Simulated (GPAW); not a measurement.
Here is a GPAW 26.7.0 calculation.

Contents of run.py:

```python
from ase import Atoms
from ase.dft.bandgap import bandgap
from ase.io import write
from ase.units import GPa
from gpaw import GPAW, PW

atoms = Atoms(['Bi', 'Bi', 'Te', 'Te', 'Te'],
              cell=[[2.193, 1.2661291403, 10.1656666667],
                    [-2.193, 1.2661291403, 10.1656666667],
                    [0.0, -2.5322582807, 10.1656666667]],
              scaled_positions=[[0.6, 0.6, 0.6],
                                [0.4, 0.4, 0.4],
                                [0.7905, 0.7905, 0.7905],
                                [0.2095, 0.2095, 0.2095],
                                [0.0, 0.0, 0.0]],
              pbc=True)

calc = GPAW(mode=PW(600),
            xc='LDA',
            kpts={'size': (5, 5, 5), 'gamma': True},
            occupations={'name': 'fermi-dirac', 'width': 0.05},
            nbands=39,
            convergence={'density': 1e-05, 'energy': 1e-05},
            maxiter=150,
            txt='gpaw.txt')
atoms.calc = calc
energy = atoms.get_potential_energy()
forces = atoms.get_forces()
stress = atoms.get_stress()
calc.write('gs.gpw')
write('result.traj', atoms)
print(f'Energy: {energy:.6f} eV')
print('Forces (eV/A):')
print(forces.round(4))
print('Stress (GPa):', (stress / GPa).round(3))
print('Fermi level:', round(calc.get_fermi_level(), 4), 'eV')
print(f'Gap: {bandgap(calc)[0]:.4f} eV, direct: {bandgap(calc, direct=True)[0]:.4f} eV')

path = atoms.cell.bandpath('GLB1,BZGX,QFP1Z,LP', npoints=60, eps=1e-4)
bs_calc = calc.fixed_density(kpts=path, symmetry='off', nbands=66,
                             convergence={'bands': 'CBM+6.0', 'eigenstates': 1e-6}, txt='bands.txt')
bs = bs_calc.band_structure()
bs.write('bs.json')
print(f'Gap on the path: {bandgap(bs_calc)[0]:.4f} eV')
```

Potentials or basis: the program's PAW data sets (release 1.2.1) made for this functional, pw.

Command:

```bash
$ OMP_NUM_THREADS=1 python run.py
```

Predict the band gap along the path.

0.19 eV, direct.

Estimate the pressure.

-2.0 GPa.

Predict the largest force.

0.194 eV/Å.

Predict the band gap on the k mesh.

0.19 eV, direct.

Forces on the atoms (eV/Å):
```
Bi   0.000  0.000 -0.055
Bi   0.000  0.000  0.055
Te   0.000  0.000 -0.194
Te   0.000  0.000  0.194
Te   0.000  0.000  0.000
```

Caveat: spin-orbit coupling is left out, which as a rule narrows the gap of such compounds by several tenths of an eV; the program warned that so skewed a cell can give wrong results. A hybrid or GW would open this gap; LDA tends to underestimate it.
